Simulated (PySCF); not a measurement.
# C4H11GeNSi: the cost of one run

Computed with PySCF 2.14.0 and routines of our own; the level stands in each step. Atoms count from 0.

## 1. The starting structure

18 atoms, charge 0, multiplicity 1; geometry from: GFN2-xTB.

## 2. Excited states: TDA wB97X-D/def2-SVP

What the job is given:

```
{"job": {"kind": "states", "xc": "wB97X-D", "basis": "def2-SVP", "tda": true, "soc": true, "nstates": 6, "ntriplets": 5, "nquad": 4}, "charge": 0, "multiplicity": 1}
C     -1.978696     1.249322    -0.921822
C     -2.068573     0.109898     0.085020
Si    -0.681719    -1.170207    -0.145276
N     -0.846933    -2.319068     1.130344
C      0.968096    -0.359973     0.121283
C      2.031812     0.197722     0.276480
Ge     3.686516     1.070930     0.545624
H     -2.079918     0.874473    -1.938444
H     -2.762935     1.986068    -0.752499
H     -1.016882     1.751431    -0.841139
H     -3.044598    -0.370466    -0.007295
H     -2.019888     0.521727     1.094291
H     -0.690051    -1.712355    -1.518848
H     -0.127940    -3.011639     1.258514
H     -1.750866    -2.719456     1.320275
H      3.538653     2.525486     0.243690
H      4.720997     0.479243    -0.353910
H      4.114167     0.903182     1.965398
```

Method: TDA wB97X-D/def2-SVP excited states, vertical, gas phase, spin-orbit mean-field couplings.

Started as:

```sh
> OMP_NUM_THREADS=1 python excited_run.py task.json out
```

The driver reads the jobs from task.json and runs them one after another.

**Question.** How long does this first job take on 1 thread of Arm Neoverse V2, shared host, and how much memory does it need?

About 37 s, with a peak of 0.85 GiB.
